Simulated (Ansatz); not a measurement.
# CuRh5: the cost of one run

Program: Ansatz 0.2.0. Level of theory: DFT PBE, scalar-relativistic, plane waves, PAW, unless a step names another level. These are calculated values, not measurements.

3 further runs of the same task are left out: 2 that didn't finish, 1 set aside as unsound or not needed.

### 1 The system as given

Symmetry: P-3m1, No. 164, trigonal system. Conventional cell: a = 2.700 Å, b = 2.700 Å, c = 26.179 Å, α = 90.00°, β = 90.00°, γ = 120.00°. Around Cu (site symmetry 3m) lie 9 Cu at 2.54 to 2.70 Å and 3 Rh at 2.65 Å. Around Rh (site symmetry 3m) lie 3 Cu at 2.65 Å and 9 Rh at 2.70 Å. Rh (site symmetry 3m) has 12 Rh at 2.70 Å as nearest neighbours. Rh (site symmetry 3m) is surrounded by 12 Rh at 2.70 to 2.71 Å.

As a file:

```
Cu Rh
1.0
     2.70025    0.00000    0.00000
    -1.35013    2.33849    0.00000
     0.00000    0.00000   26.17905
Cu Rh
2 10
Direct
  0.33333 0.66667 0.03829
  0.66667 0.33333 0.96171
  0.00000 0.00000 0.12008
  0.66667 0.33333 0.20406
  0.00000 0.00000 0.87992
  0.33333 0.66667 0.79594
  0.00000 0.00000 0.37307
  0.66667 0.33333 0.45770
  0.33333 0.66667 0.28848
  0.66667 0.33333 0.71152
  0.00000 0.00000 0.62693
  0.33333 0.66667 0.54230
```

It came out lowest among 15 distinct ends of the trial cells. At a tolerance of 0.05 Å it has space group P-3m1 (No. 164).

### 2 Electronic structure at the relaxed geometry

input.yaml

```yaml
crystal:
  lattice:
    - [2.7002541877, 0.0, 0.0]
    - [-1.3501270938, 2.3384887232, 0.0]
    - [0.0, 0.0, 26.179052104]
  atoms:
    - { symbol: Cu, position: [0.3333333333, 0.6666666667, 0.0382855637] }
    - { symbol: Cu, position: [0.6666666667, 0.3333333333, 0.9617144363] }
    - { symbol: Rh, position: [0.0, 0.0, 0.1200764334] }
    - { symbol: Rh, position: [0.6666666667, 0.3333333333, 0.2040600747] }
    - { symbol: Rh, position: [0.0, 0.0, 0.8799235666] }
    - { symbol: Rh, position: [0.3333333333, 0.6666666667, 0.7959399253] }
    - { symbol: Rh, position: [0.0, 0.0, 0.3730726137] }
    - { symbol: Rh, position: [0.6666666667, 0.3333333333, 0.4576980589] }
    - { symbol: Rh, position: [0.3333333333, 0.6666666667, 0.2884841751] }
    - { symbol: Rh, position: [0.6666666667, 0.3333333333, 0.7115158249] }
    - { symbol: Rh, position: [0.0, 0.0, 0.6269273863] }
    - { symbol: Rh, position: [0.3333333333, 0.6666666667, 0.5423019411] }
basis:
  ecutwfc: 420
kpoints:
  mp_grid: { grid: [12, 12, 2] }
  band_path:
    path:
      - [[0.0, 0.0, 0.0], [0.5, 0.0, 0.0], [0.33333333, 0.33333333, 0.0], [0.0, 0.0, 0.0], [0.0, 0.0, 0.5], [0.5, 0.0, 0.5], [0.33333333, 0.33333333, 0.5], [0.0, 0.0, 0.5]]
      - [[0.5, 0.0, 0.5], [0.5, 0.0, 0.0]]
      - [[0.33333333, 0.33333333, 0.5], [0.33333333, 0.33333333, 0.0]]
    npoints: 10
hamiltonian:
  xc: pbe
scf:
  occupations: { method: gaussian, width: 0.1 }
  n_extra_bands: 30
output:
  forces: true
  stress: true
  eigenvalues: true
  populations: true
  dos: { projected: true, de: 0.02, nscf_kmesh: { grid: [15, 15, 3] } }
  bader: false
  write_density: true
  write_potential: true
  elf: true
  volumetric_format: npy
```

Command:

```sh
$ ansatz run input.yaml --threads 1 --pin off --max-ram 2560MiB --backend cpu --events-out ev --progress --plain --runs-dir out
```

Q: Estimate wall time and peak memory on 1 thread of Intel Xeon at 2.50GHz (Skylake/Cascade Lake), shared host.

About 6 min, with a peak of 1.4 GiB.
